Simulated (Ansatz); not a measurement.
# InPH₆: taking an electron away

An exercise on one series of results from a longer session: the logs are not shown, and one member is left open.

Method: unrestricted cation, the program's frozen cores in correlated methods; program: Ansatz 0.2.0, Gaussian basis.

The runs, in order: UKS PBE-D4/def2-TZVPP; UKS r2SCAN-D4/def2-TZVPP; UKS PBE0-D4/def2-TZVPP; UKS B3LYP-D4/def2-TZVPP; UKS wB97X-V/def2-TZVPP; UKS wB97M-V/def2-TZVPP; UKS B2PLYP/def2-TZVPP; UHF-CCSD(T)/def2-TZVPP; UHF-MP2/def2-QZVPP; extrapolation to the limit; then −ε(HOMO) from the neutral's earlier runs with LDA (SPW92), PBE-D4, revPBE-D4, BLYP-D4, r2SCAN-D4, B97M-V, PBE0-D4, B3LYP-D4, r2SCANh-D4, r2SCAN0-D4, HSE06-D4, BHLYP-D4, CAM-B3LYP-D4, LC-ωPBE, ωB97X-V, ωB97M-V.

## Structure used throughout

The geometry comes from an earlier relaxation with PBE0-D4 in a triple-zeta def2 set; it is a stationary point, not always the lowest conformer. In takes the def2 core potential; no spin-orbit term is included.

8 atoms, charge 0, spin multiplicity 1.

Atoms are counted from 1 here; the program's logs count them from 0.

Bond lengths: P1–In2 2.782 Å, P1–H3 1.411 Å, P1–H4 1.411 Å, P1–H5 1.411 Å, In2–H6 1.731 Å, In2–H7 1.731 Å, In2–H8 1.731 Å. Angles: In2–P1–H3 119.8°, In2–P1–H4 119.6°, In2–P1–H5 119.7°, H3–P1–H4 97.6°, H3–P1–H5 97.6°, H4–P1–H5 97.6°, P1–In2–H6 95.3°, P1–In2–H7 95.1°, P1–In2–H8 95.2°, H6–In2–H7 119.2°, H6–In2–H8 119.2°, H7–In2–H8 119.2°.

The first run:

Contents of in.yaml:

```yaml
crystal:
  periodic: [false, false, false]
  atoms:
    - {symbol: P, position_ang: [-0.593320, 0.062630, -1.026568]}
    - {symbol: In, position_ang: [0.821967, -0.099876, 1.362800]}
    - {symbol: H, position_ang: [-1.997457, -0.077211, -1.021777]}
    - {symbol: H, position_ang: [-0.318927, -0.855735, -2.062063]}
    - {symbol: H, position_ang: [-0.526791, 1.240474, -1.800818]}
    - {symbol: H, position_ang: [0.023271, 1.240795, 2.111912]}
    - {symbol: H, position_ang: [2.376062, 0.140674, 0.638898]}
    - {symbol: H, position_ang: [0.307395, -1.708752, 1.741816]}
basis:
  gaussian: {orbitals: def2-TZVPP}
total_charge: 1
magnetization: {spin_polarized: true, initial_magnetization: 1}
hamiltonian: {xc: pbe, dispersion: d4}
```

Among the steps run: Cation, UKS PBE-D4/def2-TZVPP; Cation, UKS r2SCAN-D4/def2-TZVPP; Cation, UKS PBE0-D4/def2-TZVPP; Cation, UKS B3LYP-D4/def2-TZVPP; Cation, UKS wB97X-V/def2-TZVPP; Cation, UKS wB97M-V/def2-TZVPP; Cation, UKS B2PLYP (frozen core)/def2-TZVPP; Cation, UHF-CCSD(T)/def2-TZVPP; Cation, UHF-MP2/def2-QZVPP.

One table of the session follows, with a row left open; its other results are not shown here.

Orbital estimates, from the neutral's runs:

```
  functional  −ε(HOMO) (eV)
 LDA (SPW92)           6.51
      PBE-D4           6.43
   revPBE-D4           6.39
     BLYP-D4           6.35
   r2SCAN-D4           6.71
      B97M-V           6.81
     PBE0-D4           7.58
    B3LYP-D4           7.42
  r2SCANh-D4           7.13
  r2SCAN0-D4           7.77
    HSE06-D4           7.18
    BHLYP-D4           8.69
CAM-B3LYP-D4              ?
     LC-ωPBE          10.28
     ωB97X-V           9.95
     ωB97M-V           9.81
```

Q: Estimate the row for CAM-B3LYP-D4 from the others.

**Answer.** −ε(HOMO) (eV): 8.95. In the column «−ε(HOMO) (eV)» it lies between BHLYP-D4 (8.69) and ωB97M-V (9.81).
